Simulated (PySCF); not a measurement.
# [ReO3Cl]−: other functionals and bases at one geometry

The task here is to estimate one member of a computed series from the others.

The runs use PySCF 2.14.0; several levels, as the steps say, no spin–orbit coupling.

2 further runs of the same task are left out: 2 for a known fault of the program.

### Starting geometry

5 atoms, charge -1, spin multiplicity 2.

Bond lengths: Re1–O2 1.753 Å, Re1–O3 1.746 Å, Re1–O4 1.753 Å, Re1–Cl5 2.434 Å. Angles: O2–Re1–O3 107.8°, O2–Re1–O4 120.6°, O2–Re1–Cl5 94.7°, O3–Re1–O4 107.8°, O3–Re1–Cl5 132.5°, O4–Re1–Cl5 94.7°.

Geometry (Å):

```
Re    0.0000    0.1548   -0.0394
O     1.5228    0.0140   -0.8961
O     0.0000    1.6856    0.8002
O    -1.5228    0.0140   -0.8961
Cl    0.0000   -2.1490    0.7450
```

Formal oxidation states: Re +6. An earlier session relaxed this geometry at PBE, Re def2-SVP with ECP60, O def2-SVP, Cl def2-SVP (doublet, point group Cs).

At PBE on the finer grid: E = -763.713176 Eh, HOMO 0.74 eV, LUMO 1.66 eV (over both spins), ⟨S²⟩ = 0.752, Mulliken charge on Re1 +0.61 e, largest force component 0.012 eV/Å. The highest filled level lies above zero; it isn't the detachment energy.

Levels to run: HF; r2SCAN; TPSSh; CAM-B3LYP; PBE, TZVP; PBE, x2c-SVP. Hardware: 2 threads of Arm Neoverse V2, shared host.

Set-up of the first run:

The input, run.py (the lines that set the calculation):

```python
mol = gto.M(atom='''
Re     0.00000     0.15481    -0.03941
O      1.52275     0.01401    -0.89611
O      0.00000     1.68562     0.80023
O     -1.52275     0.01401    -0.89611
Cl     0.00000    -2.14905     0.74496''',
    basis={'Re': 'def2-SVP', 'O': 'def2-SVP', 'Cl': 'def2-SVP'},
    ecp={'Re': 'def2-SVP'},
    charge=-1, spin=1)
mf = scf.UHF(mol)
mf = mf.density_fit()  # fitting sets: Re def2-universal-JKFIT, O def2-universal-JKFIT, Cl def2-universal-JKFIT
mf.conv_tol = 1e-08; mf.max_cycle = 55
mf.kernel(dm0)  # dm0: the density of the relaxed state
```

On the command line:

```sh
$ OMP_NUM_THREADS=2 python run.py
```

Among the steps run: HF; r2SCAN; TPSSh; CAM-B3LYP; PBE, TZVP; PBE, x2c-SVP.

One table of the session follows, with a row left open; its other results are not shown here.

```
             level  HOMO (eV)  gap (eV)  charge on Re1 (e)  dipole (D)  largest force component (eV/Å)
PBE (relaxed here)       0.74      0.92               0.61        0.58                            0.01
                HF          ?         ?                  ?           ?                               ?
            r2SCAN       0.27      1.54               0.83        0.71                            0.49
             TPSSh      -0.04      2.03               0.83        0.71                            0.41
         CAM-B3LYP      -2.22      5.63               0.81        0.74                            1.15
         PBE, TZVP       0.48      0.95               1.03        0.73                            0.14
      PBE, x2c-SVP       0.54      0.88               0.39        0.51                            0.75
```

Q: Estimate the row for HF from the others.

As computed: HOMO (eV): -5.18; gap (eV): 10.86; charge on Re1 (e): 1.42; dipole (D): 1.08; largest force component (eV/Å): 2.61. In the column «HOMO (eV)» it is the lowest.

The dipole of a charged species depends on the origin, so these sizes hold for this origin alone.

In one basis the HOMO–LUMO gap runs from 0.92 eV (PBE) to 10.86 eV (HF). The largest leftover force, 2.61 eV/Å with HF, stands at a geometry relaxed at another level. Total energies of different levels can't be compared.
